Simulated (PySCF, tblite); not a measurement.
# C₃H₄F₄Si: geometry, infrared bands and NMR shifts

Wanted: the infrared bands and NMR shifts of C₃H₄F₄Si (`F[SiH2]CC(F)=C(F)F`), by calculation.

The runs use tblite 0.8.0 and PySCF 2.14.0, with density-fitted response routines of our own; the level of theory stands in each step. All values are computed, except where a source is named. Atoms are numbered from 0 throughout.

## (1) The starting structure

12 atoms, charge 0, multiplicity 1; geometry from: force field or distance geometry start.

Bonds of the start (Å): F0–Si1 1.59, Si1–C2 1.87, C2–C3 1.49, C3–F4 1.35, C3–C5 1.34, C5–F6 1.35, C5–F7 1.36, Si1–H8 1.48, Si1–H9 1.50, C2–H10 1.10, C2–H11 1.09.

## (2) Optimising the geometry with GFN2-xTB

The job: settings as JSON, then the geometry in Å.

```
{"job": {"kind": "relax", "xc": "GFN2-xTB", "basis": "xTB"}, "charge": 0, "multiplicity": 1}
F     -2.904600    -0.528900    -0.854200
Si    -1.799900     0.119000     0.093400
C     -0.127600    -0.113900    -0.712500
C      1.013900     0.423100     0.079800
F      1.142900     1.756800     0.214700
C      1.935600    -0.357900     0.664100
F      1.866100    -1.698200     0.567200
F      2.957000     0.212900     1.363800
H     -2.102500     1.548900     0.307200
H     -1.835400    -0.588300     1.416700
H     -0.143800     0.403300    -1.684900
H     -0.000300    -1.177600    -0.937300
```

The run is started by

```
OMP_NUM_THREADS=1 python probes_run.py task.json out
```

One launch serves the whole session: the jobs run in the order shown.

**Question.** This job is followed by: GFN2-xTB harmonic vibrations, gas phase; GIAO PBE0/pcSseg-1 NMR shielding, non-relativistic, gas phase. What will the session give for the following? strongest single infrared mode (GFN2-xTB); zero-point energy (GFN2-xTB); 13C shifts against TMS (PBE0/pcSseg-1); 1H shifts against TMS (PBE0/pcSseg-1, means over atoms taken as alike); 19F shifts against CFCl3 (PBE0/pcSseg-1); 29Si shifts against TMS (PBE0/pcSseg-1); surface potential, 1st and 99th percentile.

As calculated:

```
                                                              quantity                               value
                             strongest single infrared mode (GFN2-xTB)               2358 cm⁻¹, 293 km/mol
                                          zero-point energy (GFN2-xTB)                       40.4 kcal/mol
                                13C shifts against TMS (PBE0/pcSseg-1)              166.8, 134.2, 18.5 ppm
1H shifts against TMS (PBE0/pcSseg-1, means over atoms taken as alike)                      5.27, 2.34 ppm
                              19F shifts against CFCl3 (PBE0/pcSseg-1)  -106.0, -125.7, -182.8, -221.9 ppm
                               29Si shifts against TMS (PBE0/pcSseg-1)                             3.1 ppm
                                 surface potential, 1st and 99th percentile                  -0.91 V and 1.75 V
```

Over 21 steps the energy fell by 0.229 eV; of the close pairs, Si1–H9 changed most, 1.501 to 1.453 Å. All 30 modes are real, so the xTB geometry is a minimum. The strongest single mode, at 2358 cm⁻¹, moves mainly H9. Unscaled tight-binding wavenumbers are off by several per cent, some by more. Its intensities can rank the bands wrongly. At PBE0/pcSseg-1: The largest span, 121 ppm, is at F4, where the paramagnetic term is -119 ppm.
